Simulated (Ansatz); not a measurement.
**CH₅GeS radical: single points with varied inputs**

Aim: run CH₅GeS radical under a spread of inputs, and see what each costs and gives.

Method: the settings change from run to run; program: Ansatz 0.2.0, Gaussian basis.

**1. The molecule**

The structure was relaxed beforehand with PBE0-D4 in a triple-zeta def2 set.

SMILES `C[S][GeH2]`, 8 atoms, charge 0, spin multiplicity 2.

Atoms are counted from 1 here; the program's logs count them from 0.

Bond lengths: C1–S2 1.812 Å, C1–H4 1.089 Å, C1–H5 1.090 Å, C1–H6 1.090 Å, S2–Ge3 2.207 Å, Ge3–H7 1.554 Å, Ge3–H8 1.546 Å. Angles: S2–C1–H4 111.0°, S2–C1–H5 111.1°, S2–C1–H6 106.7°, H4–C1–H5 110.0°, H4–C1–H6 108.8°, H5–C1–H6 109.0°, C1–S2–Ge3 100.5°, S2–Ge3–H7 108.4°, S2–Ge3–H8 105.4°, H7–Ge3–H8 110.7°.

**2. r2SCANh/aug-pcseg-2**

in.yaml

```yaml
crystal:
  periodic: [false, false, false]
  atoms:
    - {symbol: C, position_ang: [-0.638755, 1.117072, -0.402116]}
    - {symbol: S, position_ang: [-0.851676, -0.165660, 0.859555]}
    - {symbol: Ge, position_ang: [0.635302, -1.648882, 0.181677]}
    - {symbol: H, position_ang: [-0.953794, 0.758653, -1.381499]}
    - {symbol: H, position_ang: [0.395589, 1.457808, -0.444751]}
    - {symbol: H, position_ang: [-1.275792, 1.952154, -0.111131]}
    - {symbol: H, position_ang: [1.964601, -0.906342, -0.127144]}
    - {symbol: H, position_ang: [0.816726, -2.622005, 1.369510]}
basis:
  gaussian: {orbitals: aug-pcseg-2}
magnetization: {spin_polarized: true, initial_magnetization: 1}
hamiltonian: {xc: {name: r2SCANh}}
output: {forces: true}
```

Launch:

```bash
> ansatz run in.yaml --threads 4 --pin off --events-out ev --progress --plain --max-ram 10444MiB
```

Log, shortened:

```text
Functional definition: r2SCANh
  name "r2SCANh"
  cite "Bursch, Neugebauer, Ehlert & Grimme, J. Chem. Phys. 156, 134105 (2022) doi:10.1063/5.0086040"
  cite "Furness, Kaplan, Ning, Perdew & Sun, J. Phys. Chem. Lett. 11, 8208 (2020) doi:10.1021/acs.jpclett.0c02405"
  cite "Furness, Kaplan, Ning, Perdew & Sun, J. Phys. Chem. Lett. 11, 9248 (2020) doi:10.1021/acs.jpclett.0c03077"
  parent r2scan
[...]
1282 factors; their error is unknown
[...]
mean field -68471.50973066 eV, -2516.2815709457 hartree, gradient 6.1e-5 eV, S^2 0.755308; 0 other end points of the search recorded, 0 dependent functions left out
[...]
reference -68471.50975563 eV, -2516.2815718633 hartree; 30, 29 occupied and 240, 241 virtual orbitals, 1282 factors
Total energy: -68471.50975563 eV, -2516.2815718633 hartree
Atom 0 at    -0.638755     1.117072    -0.402116 Å, force     0.016894     0.169786    -0.148982 eV/Å
Atom 1 at    -0.851676    -0.165660     0.859555 Å, force    -0.000004    -0.082047     0.068625 eV/Å
Atom 2 at     0.635302    -1.648882     0.181677 Å, force     0.104466    -0.026267     0.071016 eV/Å
Atom 3 at    -0.953794     0.758653    -1.381499 Å, force     0.031223     0.033868     0.101158 eV/Å
Atom 4 at     0.395589     1.457808    -0.444751 Å, force    -0.103328    -0.038146     0.006764 eV/Å
Atom 5 at    -1.275792     1.952154    -0.111131 Å, force     0.064891    -0.086694    -0.030889 eV/Å
Atom 6 at     1.964601    -0.906342    -0.127144 Å, force    -0.100769    -0.051653     0.026255 eV/Å
Atom 7 at     0.816726    -2.622005     1.369510 Å, force    -0.013375     0.081154    -0.093947 eV/Å
Dipole moment:     0.084654     0.181033    -0.231026 e Å
```

Run time: 12 s. Hardware: 4 threads of Arm Neoverse V2, shared host; peak memory 1 GiB.

Largest force 0.227 eV/Å, dipole 1.47 D, ⟨S²⟩ 0.755.

**3. r2SCANh/STO-3G**

Set apart from the defaults: restricted open-shell orbitals, atoms shaken by 0.15 Å, a grid of angular degree 47, D3(BJ) with three-body dispersion.

in.yaml

```yaml
crystal:
  periodic: [false, false, false]
  atoms:
    - {symbol: C, position_ang: [-0.425191, 0.860869, -0.350748]}
    - {symbol: S, position_ang: [-0.709277, -0.153670, 0.913280]}
    - {symbol: Ge, position_ang: [0.758729, -1.648229, -0.255945]}
    - {symbol: H, position_ang: [-1.105277, 1.119170, -1.271878]}
    - {symbol: H, position_ang: [0.355606, 1.533915, -0.651581]}
    - {symbol: H, position_ang: [-1.261711, 1.761081, -0.043496]}
    - {symbol: H, position_ang: [1.914265, -0.870081, 0.042924]}
    - {symbol: H, position_ang: [0.964179, -2.464525, 1.425177]}
basis:
  gaussian: {orbitals: STO-3G, final_grid: {core_spheres: 20, valence_spheres: 16, degree: 47}}
magnetization: {spin_polarized: false, initial_magnetization: 1}
hamiltonian: {xc: {name: r2SCANh}, dispersion: d3bjatm}
```

Same command.

Log, shortened:

```text
Functional definition: r2SCANh
  name "r2SCANh"
  cite "Bursch, Neugebauer, Ehlert & Grimme, J. Chem. Phys. 156, 134105 (2022) doi:10.1063/5.0086040"
  cite "Furness, Kaplan, Ning, Perdew & Sun, J. Phys. Chem. Lett. 11, 8208 (2020) doi:10.1021/acs.jpclett.0c02405"
  cite "Furness, Kaplan, Ning, Perdew & Sun, J. Phys. Chem. Lett. 11, 9248 (2020) doi:10.1021/acs.jpclett.0c03077"
  parent r2scan
[...]
417 factors; integrals over basis functions are off by at most 3.6e-5 eV
[...]
mean field -67683.21492104 eV, -2487.3122710175 hartree, gradient 1.4e-5 eV, S^2 0.750000; 6 other end points of the search recorded, 0 dependent functions left out
reference -67683.21492701 eV, -2487.3122712367 hartree; 30, 29 occupied and 7, 8 virtual orbitals, 417 factors
Total energy: -67683.26658076 eV, -2487.3141694771 hartree
```

Run time: 2.8 s. Hardware: 4 threads of Arm Neoverse V2, shared host.

**4. wB97X/def2-TZVPP**

Options: restricted open-shell orbitals, atoms shaken by 0.08 Å, relativity set to scalar.

in.yaml

```yaml
crystal:
  periodic: [false, false, false]
  atoms:
    - {symbol: C, position_ang: [-0.597510, 1.042440, -0.431025]}
    - {symbol: S, position_ang: [-0.760538, -0.124256, 0.781485]}
    - {symbol: Ge, position_ang: [0.605420, -1.711716, 0.077592]}
    - {symbol: H, position_ang: [-0.941689, 0.685581, -1.438251]}
    - {symbol: H, position_ang: [0.352794, 1.463245, -0.570319]}
    - {symbol: H, position_ang: [-1.208111, 1.964640, 0.002528]}
    - {symbol: H, position_ang: [1.886274, -0.929384, -0.257450]}
    - {symbol: H, position_ang: [0.841543, -2.598895, 1.363537]}
basis:
  gaussian: {orbitals: def2-TZVPP}
magnetization: {spin_polarized: false, initial_magnetization: 1}
hamiltonian: {xc: {name: wB97X}, pseudopotentials: {relativity: scalar}}
output: {forces: true}
```

The command is unchanged.

Log, shortened:

```text
Functional definition: wB97X
  name "wB97X"
  cite "Chai & Head-Gordon, J. Chem. Phys. 128, 084106 (2008) doi:10.1063/1.2834918"
  cite "Becke, J. Chem. Phys. 107, 8554 (1997) doi:10.1063/1.475007"
[...]
  # The coefficients of nought are those of the uniform gas.
[...]
      + exact_x_lr(omega)
[...]
      + integral(e_c_pw_opposite_spin*poly(b97_u_opposite, 1, cos1, cos2, cos3, cos4))
1155 factors; their error is unknown
248 factors; integrals over basis functions are off by at most 9.3e-6 eV
[...]
mean field -68966.37243078 eV, -2534.4674397448 hartree, gradient 4.2e-5 eV, S^2 0.750000; 0 other end points of the search recorded, 0 dependent functions left out
[...]
reference -68966.37240243 eV, -2534.4674387030 hartree; 30, 29 occupied and 161, 162 virtual orbitals, 1155 factors
Total energy: -68966.37240243 eV, -2534.4674387030 hartree
Relativity: scalar
Atom 0 at    -0.597510     1.042440    -0.431025 Å, force    -2.430670     3.186628    -1.505587 eV/Å
Atom 1 at    -0.760538    -0.124256     0.781485 Å, force    -0.060634    -2.365647     1.919914 eV/Å
Atom 2 at     0.605420    -1.711716     0.077592 Å, force     0.084155    -0.017978     0.946636 eV/Å
Atom 3 at    -0.941689     0.685581    -1.438251 Å, force    -0.120686     0.657038     0.976137 eV/Å
Atom 4 at     0.352794     1.463245    -0.570319 Å, force     1.706932     0.249345    -0.022544 eV/Å
Atom 5 at    -1.208111     1.964640     0.002528 Å, force     0.839889    -1.869034    -1.495041 eV/Å
Atom 6 at     1.886274    -0.929384    -0.257450 Å, force     0.095752    -0.135896    -0.166519 eV/Å
Atom 7 at     0.841543    -2.598895     1.363537 Å, force    -0.114738     0.295544    -0.652996 eV/Å
Dipole moment:     0.096785     0.134689    -0.247355 e Å
```

Wall time 8 s (4 threads of Arm Neoverse V2, shared host); peak memory 0.72 GiB.

Largest force 4.281 eV/Å, dipole 1.43 D.

**5. r2SCAN50/def2-mTZVPP**

Options: D4 dispersion, the search for lower states set to full.

in.yaml

```yaml
crystal:
  periodic: [false, false, false]
  atoms:
    - {symbol: C, position_ang: [-0.638755, 1.117072, -0.402116]}
    - {symbol: S, position_ang: [-0.851676, -0.165660, 0.859555]}
    - {symbol: Ge, position_ang: [0.635302, -1.648882, 0.181677]}
    - {symbol: H, position_ang: [-0.953794, 0.758653, -1.381499]}
    - {symbol: H, position_ang: [0.395589, 1.457808, -0.444751]}
    - {symbol: H, position_ang: [-1.275792, 1.952154, -0.111131]}
    - {symbol: H, position_ang: [1.964601, -0.906342, -0.127144]}
    - {symbol: H, position_ang: [0.816726, -2.622005, 1.369510]}
basis:
  gaussian: {orbitals: def2-mTZVPP}
magnetization: {spin_polarized: true, initial_magnetization: 1}
hamiltonian: {xc: {name: r2SCAN50}, dispersion: d4}
scf: {lower_state_search: full}
```

The command is unchanged.

Log, shortened:

```text
Functional definition: r2SCAN50
  name "r2SCAN50"
  cite "Bursch, Neugebauer, Ehlert & Grimme, J. Chem. Phys. 156, 134105 (2022) doi:10.1063/5.0086040"
  cite "Furness, Kaplan, Ning, Perdew & Sun, J. Phys. Chem. Lett. 11, 8208 (2020) doi:10.1021/acs.jpclett.0c02405"
  cite "Furness, Kaplan, Ning, Perdew & Sun, J. Phys. Chem. Lett. 11, 9248 (2020) doi:10.1021/acs.jpclett.0c03077"
  parent r2scan
[...]
1005 factors; integrals over basis functions are off by at most 1.1e-3 eV
[...]
mean field -68469.08663527 eV, -2516.1925238322 hartree, gradient 1.9e-5 eV, S^2 0.755680; 3 other end points of the search recorded, 0 dependent functions left out
reference -68469.08664144 eV, -2516.1925240593 hartree; 30, 29 occupied and 77, 78 virtual orbitals, 1005 factors
Total energy: -68469.13737737 eV, -2516.1943885703 hartree
```

Wall time 7 s (4 threads of Arm Neoverse V2, shared host); peak memory 0.37 GiB.

⟨S²⟩ 0.756.

**6. wB97X-V/aug-cc-pVTZ**

Changes to in.yaml since step 5:

```diff
@@ -12,5 +12,5 @@
 basis:
-  gaussian: {orbitals: def2-mTZVPP}
+  gaussian: {orbitals: aug-cc-pVTZ}
 magnetization: {spin_polarized: true, initial_magnetization: 1}
-hamiltonian: {xc: {name: r2SCAN50}, dispersion: d4}
-scf: {lower_state_search: full}
+hamiltonian: {xc: {name: wB97X-V}}
+output: {forces: true}
```

The command is unchanged.

Log, shortened:

```text
Functional definition: wB97X-V
  name "wB97X-V"
  cite "Mardirossian & Head-Gordon, Phys. Chem. Chem. Phys. 16, 9904 (2014) doi:10.1039/C3CP54374A"
  cite "Becke, J. Chem. Phys. 107, 8554 (1997) doi:10.1063/1.475007"
  cite "Vydrov & Van Voorhis, J. Chem. Phys. 133, 244103 (2010) doi:10.1063/1.3521275"
[...]
      + integral(e_c_pw_opposite_spin*poly(b97_u_opposite, cos0, cos1)) + vv10(b, c)
1335 factors; their error is unknown
450 factors; integrals over basis functions are off by at most 2.9e-5 eV
[...]
mean field -68466.32243669 eV, -2516.0909414081 hartree, gradient 7.7e-5 eV, S^2 0.754548; 0 other end points of the search recorded, 0 dependent functions left out
[...]
reference -68466.32243491 eV, -2516.0909413429 hartree; 30, 29 occupied and 240, 241 virtual orbitals, 1335 factors
Total energy: -68466.32243491 eV, -2516.0909413429 hartree
Atom 0 at    -0.638755     1.117072    -0.402116 Å, force    -0.006566     0.111126    -0.088164 eV/Å
Atom 1 at    -0.851676    -0.165660     0.859555 Å, force     0.010592    -0.146296     0.085880 eV/Å
Atom 2 at     0.635302    -1.648882     0.181677 Å, force     0.081169     0.022624     0.116590 eV/Å
Atom 3 at    -0.953794     0.758653    -1.381499 Å, force    -0.000148     0.001672    -0.007447 eV/Å
Atom 4 at     0.395589     1.457808    -0.444751 Å, force     0.009388     0.002124    -0.001393 eV/Å
Atom 5 at    -1.275792     1.952154    -0.111131 Å, force     0.006737     0.012031    -0.016672 eV/Å
Atom 6 at     1.964601    -0.906342    -0.127144 Å, force    -0.089918    -0.047389     0.004585 eV/Å
Atom 7 at     0.816726    -2.622005     1.369510 Å, force    -0.011253     0.044109    -0.093380 eV/Å
Dipole moment:     0.108788     0.150968    -0.239393 e Å
```

Wall time 18 s (4 threads of Arm Neoverse V2, shared host); peak memory 1.4 GiB.

Largest force 0.170 eV/Å, dipole 1.46 D, ⟨S²⟩ 0.755.

**7. PBE0-DH/def2-TZVP**

Set apart from the defaults: density fitting with cc-pVTZ-jkfit, the search for lower states set to full.

Changes to in.yaml since step 6:

```diff
@@ -12,5 +12,6 @@
 basis:
-  gaussian: {orbitals: aug-cc-pVTZ}
+  gaussian: {orbitals: def2-TZVP, fitting: {mean_field: cc-pVTZ-jkfit}}
 magnetization: {spin_polarized: true, initial_magnetization: 1}
-hamiltonian: {xc: {name: wB97X-V}}
+hamiltonian: {xc: {name: PBE0-DH}}
+scf: {lower_state_search: full}
 output: {forces: true}
```

Same command.

Log, shortened:

```text
Functional definition: PBE0-DH
  name "PBE0-DH"
  cite "Brémond & Adamo, J. Chem. Phys. 135, 024106 (2011) doi:10.1063/1.3604569"
  cite "Perdew, Burke & Ernzerhof, Phys. Rev. Lett. 77, 3865 (1996) doi:10.1103/PhysRevLett.77.3865"
[...]
557 factors; integrals over basis functions are off by at most 3.1e-1 eV
[...]
mean field -68454.37961370 eV, -2515.6520507585 hartree, gradient 4.0e-6 eV, S^2 0.755357; 3 other end points of the search recorded, 0 dependent functions left out
15 core orbitals not correlated: weight in the atoms' cores, before any rotation towards them, 1.000 or more for the frozen orbitals, at most 0.000 for the correlated occupied ones
reference -68454.37963221 eV, -2515.6520514386 hartree; 15, 14 occupied and 116, 117 virtual orbitals, 557 factors
second order -19.55006551 eV of doubles, -0.00000000 eV of singles
[...]
Total energy: -68456.82339040 eV, -2515.7418578957 hartree
Atom 0 at    -0.638755     1.117072    -0.402116 Å, force    -0.002938    -0.000744    -0.011157 eV/Å
Atom 1 at    -0.851676    -0.165660     0.859555 Å, force     0.102933    -0.015953    -0.128806 eV/Å
Atom 2 at     0.635302    -1.648882     0.181677 Å, force     0.041817     0.118775     0.158078 eV/Å
Atom 3 at    -0.953794     0.758653    -1.381499 Å, force     0.034115     0.038557     0.106762 eV/Å
Atom 4 at     0.395589     1.457808    -0.444751 Å, force    -0.111186    -0.039152     0.008606 eV/Å
Atom 5 at    -1.275792     1.952154    -0.111131 Å, force     0.068641    -0.092259    -0.028051 eV/Å
Atom 6 at     1.964601    -0.906342    -0.127144 Å, force    -0.114303    -0.074312     0.010319 eV/Å
Atom 7 at     0.816726    -2.622005     1.369510 Å, force    -0.019078     0.065089    -0.115752 eV/Å
Dipole moment:     0.097201     0.157079    -0.243671 e Å
```

Wall time 9.5 s (4 threads of Arm Neoverse V2, shared host); peak memory 0.41 GiB.

Largest force 0.202 eV/Å, dipole 1.47 D, ⟨S²⟩ 0.755.

**8. B3LYP5/def2-mTZVP**

Options: atoms shaken by 0.03 Å.

in.yaml

```yaml
crystal:
  periodic: [false, false, false]
  atoms:
    - {symbol: C, position_ang: [-0.646531, 1.136996, -0.362155]}
    - {symbol: S, position_ang: [-0.849100, -0.127884, 0.878622]}
    - {symbol: Ge, position_ang: [0.615964, -1.608437, 0.230845]}
    - {symbol: H, position_ang: [-0.907375, 0.733230, -1.430406]}
    - {symbol: H, position_ang: [0.396949, 1.421705, -0.478373]}
    - {symbol: H, position_ang: [-1.310610, 1.934273, -0.084334]}
    - {symbol: H, position_ang: [1.929864, -0.878265, -0.155913]}
    - {symbol: H, position_ang: [0.824513, -2.564093, 1.372606]}
basis:
  gaussian: {orbitals: def2-mTZVP}
magnetization: {spin_polarized: true, initial_magnetization: 1}
hamiltonian: {xc: {name: B3LYP5}}
```

The command is unchanged.

Log, shortened:

```text
Functional definition: B3LYP5
  name "B3LYP5"
  cite "Stephens, Devlin, Chabalowski & Frisch, J. Phys. Chem. 98, 11623 (1994) doi:10.1021/j100096a001"
  cite "Becke, Phys. Rev. A 38, 3098 (1988) doi:10.1103/PhysRevA.38.3098"
  cite "Lee, Yang & Parr, Phys. Rev. B 37, 785 (1988) doi:10.1103/PhysRevB.37.785"
  cite "Vosko, Wilk & Nusair, Can. J. Phys. 58, 1200 (1980) doi:10.1139/p80-159"
[...]
888 factors; integrals over basis functions are off by at most 1.1e-3 eV
[...]
mean field -68467.35434418 eV, -2516.1288633091 hartree, gradient 3.8e-5 eV, S^2 0.751989; 0 other end points of the search recorded, 0 dependent functions left out
reference -68467.35458976 eV, -2516.1288723339 hartree; 30, 29 occupied and 62, 63 virtual orbitals, 888 factors
Total energy: -68467.35458976 eV, -2516.1288723339 hartree
```

Run time: 1.3 s. Hardware: 4 threads of Arm Neoverse V2, shared host.

⟨S²⟩ 0.752.

**9. wB97X-V/cc-pVTZ**

Set apart from the defaults: a grid of angular degree 23.

in.yaml

```yaml
crystal:
  periodic: [false, false, false]
  atoms:
    - {symbol: C, position_ang: [-0.638755, 1.117072, -0.402116]}
    - {symbol: S, position_ang: [-0.851676, -0.165660, 0.859555]}
    - {symbol: Ge, position_ang: [0.635302, -1.648882, 0.181677]}
    - {symbol: H, position_ang: [-0.953794, 0.758653, -1.381499]}
    - {symbol: H, position_ang: [0.395589, 1.457808, -0.444751]}
    - {symbol: H, position_ang: [-1.275792, 1.952154, -0.111131]}
    - {symbol: H, position_ang: [1.964601, -0.906342, -0.127144]}
    - {symbol: H, position_ang: [0.816726, -2.622005, 1.369510]}
basis:
  gaussian: {orbitals: cc-pVTZ, final_grid: {core_spheres: 8, valence_spheres: 7, degree: 23}}
magnetization: {spin_polarized: true, initial_magnetization: 1}
hamiltonian: {xc: {name: wB97X-V}}
```

Launched as before.

Log, shortened:

```text
Functional definition: wB97X-V
  name "wB97X-V"
  cite "Mardirossian & Head-Gordon, Phys. Chem. Chem. Phys. 16, 9904 (2014) doi:10.1039/C3CP54374A"
  cite "Becke, J. Chem. Phys. 107, 8554 (1997) doi:10.1063/1.475007"
  cite "Vydrov & Van Voorhis, J. Chem. Phys. 133, 244103 (2010) doi:10.1063/1.3521275"
[...]
      + integral(e_c_pw_opposite_spin*poly(b97_u_opposite, cos0, cos1)) + vv10(b, c)
1155 factors; their error is unknown
260 factors; integrals over basis functions are off by at most 8.2e-6 eV
[...]
mean field -68466.28751008 eV, -2516.0896578789 hartree, gradient 1.3e-5 eV, S^2 0.754387; 0 other end points of the search recorded, 0 dependent functions left out
reference -68466.28750856 eV, -2516.0896578231 hartree; 30, 29 occupied and 147, 148 virtual orbitals, 1155 factors
Total energy: -68466.28750856 eV, -2516.0896578231 hartree
```

Wall time 4 s (4 threads of Arm Neoverse V2, shared host); peak memory 0.65 GiB.

⟨S²⟩ 0.754.

**10. B3LYP5/def2-mTZVP**

This run has charge -1, multiplicity 1, atoms shaken by 0.03 Å, a grid of angular degree 47.

in.yaml

```yaml
crystal:
  periodic: [false, false, false]
  atoms:
    - {symbol: C, position_ang: [-0.643799, 1.143325, -0.364075]}
    - {symbol: S, position_ang: [-0.892981, -0.098640, 0.846130]}
    - {symbol: Ge, position_ang: [0.601305, -1.664236, 0.134158]}
    - {symbol: H, position_ang: [-0.948742, 0.762877, -1.326495]}
    - {symbol: H, position_ang: [0.381151, 1.396212, -0.451889]}
    - {symbol: H, position_ang: [-1.256403, 1.946769, -0.117254]}
    - {symbol: H, position_ang: [1.906806, -0.863542, -0.071057]}
    - {symbol: H, position_ang: [0.866676, -2.649237, 1.313597]}
basis:
  gaussian: {orbitals: def2-mTZVP, final_grid: {core_spheres: 20, valence_spheres: 16, degree: 47}}
total_charge: -1
hamiltonian: {xc: {name: B3LYP5}}
output: {forces: true}
```

Launched as before.

Log, shortened:

```text
Functional definition: B3LYP5
  name "B3LYP5"
  cite "Stephens, Devlin, Chabalowski & Frisch, J. Phys. Chem. 98, 11623 (1994) doi:10.1021/j100096a001"
  cite "Becke, Phys. Rev. A 38, 3098 (1988) doi:10.1103/PhysRevA.38.3098"
  cite "Lee, Yang & Parr, Phys. Rev. B 37, 785 (1988) doi:10.1103/PhysRevB.37.785"
  cite "Vosko, Wilk & Nusair, Can. J. Phys. 58, 1200 (1980) doi:10.1139/p80-159"
[...]
888 factors; integrals over basis functions are off by at most 1.1e-3 eV
[...]
mean field -68468.54757616 eV, -2516.1727137755 hartree, gradient 1.7e-5 eV, S^2 0.000000; 0 other end points of the search recorded, 0 dependent functions left out
[...]
reference -68468.54782385 eV, -2516.1727228778 hartree; 30, 30 occupied and 62, 62 virtual orbitals, 888 factors
Total energy: -68468.54782385 eV, -2516.1727228778 hartree
Atom 0 at    -0.643799     1.143325    -0.364075 Å, force     0.185686    -1.083347    -1.347365 eV/Å
Atom 1 at    -0.892981    -0.098640     0.846130 Å, force    -0.748361    -0.450419     2.674275 eV/Å
Atom 2 at     0.601305    -1.664236     0.134158 Å, force    -0.710737    -1.773881    -2.688222 eV/Å
Atom 3 at    -0.948742     0.762877    -1.326495 Å, force    -0.137046    -0.045177    -0.716170 eV/Å
Atom 4 at     0.381151     1.396212    -0.451889 Å, force     1.081263     0.676953     0.031086 eV/Å
Atom 5 at    -1.256403     1.946769    -0.117254 Å, force    -0.859961     1.728527     0.358388 eV/Å
Atom 6 at     1.906806    -0.863542    -0.071057 Å, force     0.931220     0.701087     0.676457 eV/Å
Atom 7 at     0.866676    -2.649237     1.313597 Å, force     0.257937     0.246257     1.011551 eV/Å
Dipole moment:    -0.103424     0.477517    -0.143603 e Å
```

Run time: 1.4 s. Hardware: 4 threads of Arm Neoverse V2, shared host.

Largest force 3.298 eV/Å.

**11. The runs in one table**

| level | charge | multiplicity | geometry | functions | energy (eV) | time |
| --- | --- | --- | --- | --- | --- | --- |
| r2SCANh/aug-pcseg-2 | 0 | 2 | relaxed | 270 | -68471.510 | 12 s |
| r2SCANh/STO-3G | 0 | 2 | shaken | 37 | -67683.267 | 2.8 s |
| wB97X/def2-TZVPP | 0 | 2 | shaken | 191 | -68966.372 | 8 s |
| r2SCAN50/def2-mTZVPP | 0 | 2 | relaxed | 107 | -68469.137 | 7 s |
| wB97X-V/aug-cc-pVTZ | 0 | 2 | relaxed | 270 | -68466.322 | 18 s |
| PBE0-DH/def2-TZVP | 0 | 2 | relaxed | 146 | -68456.823 | 9.5 s |
| B3LYP5/def2-mTZVP | 0 | 2 | shaken | 92 | -68467.355 | 1.3 s |
| wB97X-V/cc-pVTZ | 0 | 2 | relaxed | 177 | -68466.288 | 4 s |
| B3LYP5/def2-mTZVP | -1 | 1 | shaken | 92 | -68468.548 | 1.4 s |

**12. Outcome**

| quantity | value |
| --- | --- |
| runs | 9 |
| quickest | B3LYP5/def2-mTZVP, 1.3 s |
| slowest | wB97X-V/aug-cc-pVTZ, 18 s |
| spread of total energies, same state and geometry | 14.7 eV |
| dipole, same state and geometry | 1.46 to 1.47 D |

Run time spans a factor of 14, from B3LYP5/def2-mTZVP to wB97X-V/aug-cc-pVTZ. The jobs differ in tasks and options as well as level. The totals spread over 15 eV; they can't be compared across methods or bases. At the PBE0-D4/def2-TZVP geometry and in the same state, runs without warnings or point charges leave forces up to 0.23 eV/Å (r2SCANh/aug-pcseg-2), against 4.3 eV/Å where the atoms were moved. At that geometry and state the dipole changes by 1 % between the lowest and highest value.
